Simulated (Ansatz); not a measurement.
# CH6NOSn radical: one species, many methods

The task here is to estimate one member of a computed series from the others.

The runs use Ansatz 0.2.0, Gaussian basis; functionals in def2-TZVPP, the program's frozen cores in correlated methods.

The runs, in order: PBE-D4, r2SCAN-D4, PBE0-D4, B3LYP-D4, ωB97X-V, ωB97M-V, B2PLYP; CCSD(T)/def2-TZVPP; MP2/def2-QZVPP; extrapolation to the limit.

**The relaxed structure**

An earlier PBE0-D4 in a triple-zeta def2 set relaxation fixed the geometry. Sn takes the def2 core potential; no spin-orbit term is included.

SMILES `C[O][SnH][NH2]`, 10 atoms, charge 0, spin multiplicity 2.

Atoms are counted from 1 here; the program's logs count them from 0.

Bond lengths: C1–O2 1.401 Å, C1–H5 1.098 Å, C1–H6 1.095 Å, C1–H7 1.100 Å, O2–Sn3 1.977 Å, Sn3–N4 2.037 Å, Sn3–H8 1.752 Å, N4–H9 1.015 Å, N4–H10 1.013 Å. Angles: O2–C1–H5 112.1°, O2–C1–H6 108.5°, O2–C1–H7 112.9°, H5–C1–H6 107.6°, H5–C1–H7 107.9°, H6–C1–H7 107.5°, C1–O2–Sn3 122.2°, O2–Sn3–N4 97.2°, O2–Sn3–H8 105.2°, N4–Sn3–H8 108.7°, Sn3–N4–H9 111.2°, Sn3–N4–H10 115.5°, H9–N4–H10 108.0°.

Set-up of the first run:

The input, in.yaml:

```yaml
crystal:
  periodic: [false, false, false]
  atoms:
    - {symbol: C, position_ang: [-0.702281, 0.026555, 1.782882]}
    - {symbol: O, position_ang: [-0.440348, 0.503009, 0.491835]}
    - {symbol: Sn, position_ang: [1.145726, -0.069806, -0.539164]}
    - {symbol: N, position_ang: [0.364140, 0.232173, -2.395972]}
    - {symbol: H, position_ang: [-0.107580, 0.547871, 2.544907]}
    - {symbol: H, position_ang: [-1.758853, 0.202119, 2.011020]}
    - {symbol: H, position_ang: [-0.516142, -1.052129, 1.887512]}
    - {symbol: H, position_ang: [1.277334, -1.794002, -0.258740]}
    - {symbol: H, position_ang: [-0.301648, 0.997852, -2.394254]}
    - {symbol: H, position_ang: [1.039653, 0.406367, -3.130015]}
basis:
  gaussian: {orbitals: def2-TZVPP}
magnetization: {spin_polarized: true, initial_magnetization: 1}
hamiltonian: {xc: pbe, dispersion: d4}
output: {forces: true, orbitals: {seedname: orbitals}}
```

On the command line:

```
$ ansatz run in.yaml --threads 2 --pin off --events-out ev --progress --plain --max-ram 22528MiB --backend cpu
```

Steps of the session up to this table: PBE-D4 (GGA); r2SCAN-D4 (meta-GGA); PBE0-D4 (hybrid); B3LYP-D4 (hybrid); ωB97X-V (range-separated); ωB97M-V (range-separated); B2PLYP (double hybrid); CCSD(T) in def2-TZVPP; MP2 in def2-QZVPP.

One table of the session follows, with a row left open; its other results are not shown here.

It belongs to the step «Atomisation energies». 

| method | atoms, summed (eV) | atomisation energy (eV) |
| --- | --- | --- |
| PBE-D4 | -10465.086 | 34.262 |
| r2SCAN-D4 | -10471.016 | 33.505 |
| PBE0-D4 | -10466.389 | 33.302 |
| B3LYP-D4 | -10473.666 | 33.584 |
| ωB97X-V | -10469.003 | 33.611 |
| ωB97M-V | -10467.870 | 33.498 |
| B2PLYP | -10462.382 | 33.076 |
| HF/def2-TZVPP | ? | ? |
| MP2/def2-TZVPP | -10444.190 | 32.715 |
| CCSD/def2-TZVPP | -10445.551 | 31.904 |
| CCSD(T)/def2-TZVPP | -10445.909 | 32.494 |
| MP2/CBS | -10455.662 | 33.813 |
| CCSD(T)/CBS | -10457.380 | 33.593 |

**Question.** Estimate the row for HF/def2-TZVPP.

As computed: atoms, summed (eV): -10428.754; atomisation energy (eV): 22.468. In the column «atoms, summed (eV)» it is the highest.

Caveats from the session: Free atoms (1 C, 1 O, 1 Sn, 1 N, 6 H) were run apart at each level; the atomisation energy is their sum less the molecule, without zero-point or spin-orbit terms.
